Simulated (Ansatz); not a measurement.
# CsH2: the cost of one run

Method: DFT PBE, scalar-relativistic, plane waves, PAW, in Ansatz 0.2.0.

1 further run of the same task is left out (it didn't finish).

## (1) The structure to begin with

Symmetry: P4/nmm, No. 129, tetragonal system. The conventional cell has a = 4.118 Å, b = 4.118 Å, c = 6.283 Å, α = 90.00°, β = 90.00°, γ = 90.00°. Cs (site symmetry 4mm) is surrounded by 9 H at 2.70 to 2.92 Å. H (site symmetry -4m2) is surrounded by 8 H at 2.67 to 2.91 Å and 4 Cs at 2.79 Å. H (site symmetry 4mm) has 4 H at 2.67 Å and 5 Cs at 2.70 to 2.92 Å as nearest neighbours.

Coordinates:

```cif
data_structure
_symmetry_space_group_name_H-M 'P 1'
_symmetry_Int_Tables_number 1
_cell_length_a 4.1182
_cell_length_b 4.1182
_cell_length_c 6.2835
_cell_angle_alpha 90.000
_cell_angle_beta 90.000
_cell_angle_gamma 90.000
_cell_volume 106.56
loop_
_atom_site_label
_atom_site_type_symbol
_atom_site_fract_x
_atom_site_fract_y
_atom_site_fract_z
_atom_site_occupancy
Cs1 Cs 0.00000 0.50000 0.70000 1
Cs2 Cs 0.50000 0.00000 0.30000 1
H1 H 0.00000 0.00000 0.00000 1
H2 H 0.50000 0.50000 0.00000 1
H3 H 0.00000 0.50000 0.27000 1
H4 H 0.50000 0.00000 0.73000 1
```

This is candidate A: Cu2Sb type (P4/nmm, No. 129).

(A quick probe on a coarse mesh, which set the mesh and smearing, is not shown.)

## (3) Rough relaxation on the coarse mesh (candidate A)

input.yaml

```yaml
crystal:
  lattice:
    - [4.1181594786, 0.0, 0.0]
    - [0.0, 4.1181594786, 0.0]
    - [0.0, 0.0, 6.2834943348]
  atoms:
    - { symbol: Cs, position: [0.0, 0.5, 0.7] }
    - { symbol: Cs, position: [0.5, 0.0, 0.3] }
    - { symbol: H, position: [0.0, 0.0, 0.0] }
    - { symbol: H, position: [0.5, 0.5, 0.0] }
    - { symbol: H, position: [0.0, 0.5, 0.27] }
    - { symbol: H, position: [0.5, 0.0, 0.73] }
basis:
  ecutwfc: 420
kpoints:
  mp_grid: { grid: [4, 4, 4] }
hamiltonian:
  xc: pbe
scf:
  occupations: { method: gaussian, width: 0.1 }
  lower_state_search: "off"
output:
  forces: true
  stress: true
  eigenvalues: true
relax:
  adjacent_minimum: "off"
  f_tol: 0.04
  max_steps: 70
  cell: { stress_tol: 0.4 }
```

On the command line:

```
> ansatz run input.yaml --threads 1 --pin off --max-ram 2560MiB --backend cpu --events-out ev --progress --plain --runs-dir out
```

Q: Estimate wall time and peak memory on 1 thread of Arm Neoverse V1, shared host.

About 31 s, with a peak of 0.36 GiB.
